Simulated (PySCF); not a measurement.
**ReO2F2: other functionals and bases at one geometry**

One table from this session's results is given with a row withheld; the runs are named, their logs left out.

Program: PySCF 2.14.0. Level of theory: several levels, as the steps say, no spin–orbit coupling. These are calculated values, not measurements.

3 further runs of the same task are left out: 2 for a known fault of the program, 1 that didn't finish.

## The starting structure

5 atoms, charge 0, spin multiplicity 2.

Bond lengths: Re1–O2 1.705 Å, Re1–O3 1.705 Å, Re1–F4 1.886 Å, Re1–F5 1.886 Å. Angles: O2–Re1–O3 112.5°, O2–Re1–F4 114.5°, O2–Re1–F5 113.9°, O3–Re1–F4 113.9°, O3–Re1–F5 114.5°, F4–Re1–F5 85.0°.

Geometry (Å):

```xyz
5

Re    0.0730    0.0730    0.0000
O     1.4734    0.0127    0.9710
O     0.0127    1.4734   -0.9710
F    -1.5326   -0.2880    0.9215
F    -0.2880   -1.5326   -0.9215
```

Formal oxidation states: Re +6. An earlier session relaxed this geometry at PBE, Re def2-SVP with ECP60, O def2-SVP, F def2-SVP (doublet, point group C2v).

At PBE on the finer grid: E = -428.007330 Eh, HOMO -6.13 eV, LUMO -4.97 eV (over both spins), ⟨S²⟩ = 0.753, Mulliken charge on Re1 +1.08 e, largest force component 0.011 eV/Å. 

Levels to run: revPBE; M06-L; PBE0; r2SCAN; PBE, TZVP; PBE, x2c-SVP. Hardware: 2 threads of Intel Xeon at 2.60GHz (Ice Lake), shared host.

Set-up of the first run:

The input, run.py (the lines that set the calculation):

```python
mol = gto.M(atom='''
Re     0.07304     0.07304     0.00000
O      1.47343     0.01271     0.97104
O      0.01271     1.47343    -0.97104
F     -1.53259    -0.28799     0.92151
F     -0.28799    -1.53259    -0.92151''',
    basis={'Re': 'def2-SVP', 'O': 'def2-SVP', 'F': 'def2-SVP'},
    ecp={'Re': 'def2-SVP'},
    charge=0, spin=1)
mf = dft.UKS(mol, xc='PBE_R,PBE')
mf.grids.atom_grid = (75, 302)
mf = mf.density_fit()  # fitting sets: Re def2-universal-JKFIT, O def2-universal-JKFIT, F def2-universal-JKFIT
mf.conv_tol = 1e-08; mf.max_cycle = 55
mf.kernel(dm0)  # dm0: the density of the relaxed state
```

Command:

```
$ OMP_NUM_THREADS=2 python run.py
```

Among the steps run: revPBE; M06-L; PBE0; r2SCAN; PBE, TZVP; PBE, x2c-SVP.

One table of the session follows, with a row left open; its other results are not shown here.

| level | HOMO (eV) | gap (eV) | charge on Re1 (e) | dipole (D) | largest force component (eV/Å) |
| --- | --- | --- | --- | --- | --- |
| PBE (relaxed here) | -6.13 | 1.16 | 1.08 | 0.20 | 0.01 |
| revPBE | ? | ? | ? | ? | ? |
| M06-L | -6.52 | 1.60 | 1.43 | 0.43 | 0.55 |
| PBE0 | -8.08 | 3.82 | 1.31 | 0.43 | 1.25 |
| r2SCAN | -6.74 | 1.85 | 1.27 | 0.33 | 0.57 |
| PBE, TZVP | -6.24 | 1.19 | 1.37 | 0.30 | 0.14 |
| PBE, x2c-SVP | -6.46 | 1.06 | 0.97 | 0.24 | 0.71 |

Q: Estimate the row for revPBE from the others.

The run gave: HOMO (eV): -6.07; gap (eV): 1.22; charge on Re1 (e): 1.11; dipole (D): 0.22; largest force component (eV/Å): 0.18. In the column «HOMO (eV)» it is the highest.

In one basis the HOMO–LUMO gap runs from 1.16 eV (PBE) to 3.82 eV (PBE0). The largest leftover force, 1.25 eV/Å with PBE0, stands at a geometry relaxed at another level. Total energies of different levels can't be compared.
